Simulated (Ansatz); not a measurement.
# ScGe+ (quintet): the correlation ladder at distance Sc1–Ge2 = 2.557 Å, def2-SVP

The task here is to estimate one member of a computed series from the others.

Method: def2-SVP, core rule «outside noble gas», up to 23 orbitals frozen; program: Ansatz 0.2.0, Gaussian basis.

To be run: UHF; CCSD(T) on ROHF; CCSD(T) on UHF; CISD as a restricted active space (open shells left free, so some higher excitations enter); CCSDT(Q) on ROHF; CCSDT(Q) on UHF; CASSCF and MRCISD+Q, 6 electrons in 6 orbitals; CASSCF and NEVPT2, 6 electrons in 6 orbitals.

55 further runs of the same task are left out: 27 for a known fault of the program, 22 that didn't finish, 6 set aside as unsound or not needed. Runs told in other sessions of the task aren't counted.

## What is computed

The geometry derives from a PBE0/def2-TZVP stationary point (not a proven minimum). One bond is set to the value named and the two fragments are kept rigid. No spin-orbit coupling is included. The filled d shell of Ge may be among the frozen orbitals whatever the setting's name suggests.

2 atoms, charge 1, spin multiplicity 5.

Atoms are counted from 1 here; the program's logs count them from 0.

Bond lengths: Sc1–Ge2 2.557 Å.

The first run:

in.yaml reads:

```yaml
crystal:
  periodic: [false, false, false]
  atoms:
    - {symbol: Sc, position_ang: [0.000000, 0.000000, 0.000000]}
    - {symbol: Ge, position_ang: [0.000000, 0.000000, 2.557200]}
basis:
  gaussian: {orbitals: def2-SVP}
total_charge: 1
magnetization: {spin_polarized: true, initial_magnetization: 4}
hamiltonian: {xc: hf}
output: {orbitals: {seedname: orbitals}}
```

On the command line:

```sh
$ ansatz run in.yaml --threads 1 --pin off --events-out ev --progress --plain --max-ram 2393MiB
```

Among the steps run: UHF; CCSD(T) on ROHF; CCSD(T) on UHF; CISD as a restricted active space (open shells left free, so some higher excitations enter); CCSDT(Q) on ROHF; CCSDT(Q) on UHF; CASSCF and MRCISD+Q, 6 electrons in 6 orbitals; CASSCF and NEVPT2, 6 electrons in 6 orbitals.

One of the session's tables, all rows but one given; the rest of the session is left out.

| method | from RCCSDT(Q) (kJ/mol) |
| --- | --- |
| ROHF | +237.8 |
| UHF | +230.1 |
| RMP2 | +71.8 |
| UMP2 | ? |
| CISD | +26.2 |
| RCCSD | +17.2 |
| UCCSD | +14.5 |
| RCCSD(T) | +6.1 |
| UCCSD(T) | +3.6 |
| RCCSDT | +1.0 |
| UCCSDT | -1.5 |
| RCCSDT(Q) | 0 |
| UCCSDT(Q) | -2.6 |
| CASSCF pair | +207.7 |
| NEVPT2 pair | +73.8 |
| MRCISD pair | +27.6 |
| MRCISD+Q pair | +14.3 |

Q: Estimate the row for UMP2 from the others.

As computed: from RCCSDT(Q) (kJ/mol): +71.2. In the column «from RCCSDT(Q) (kJ/mol)» it lies between MRCISD pair (+27.6) and RMP2 (+71.8).

The ROHF row is the lowest such solution found; the determinant under the restricted MP2 and coupled-cluster rows lies 0.07 eV higher.

Limits of these values: Warnings: coupled cluster took another determinant than the lowest; large T1 diagnostic. Restricted and unrestricted rows rest on different reference determinants; a gap between their highest levels can come from leftover correlation error, from unlike frozen cores or from another state.
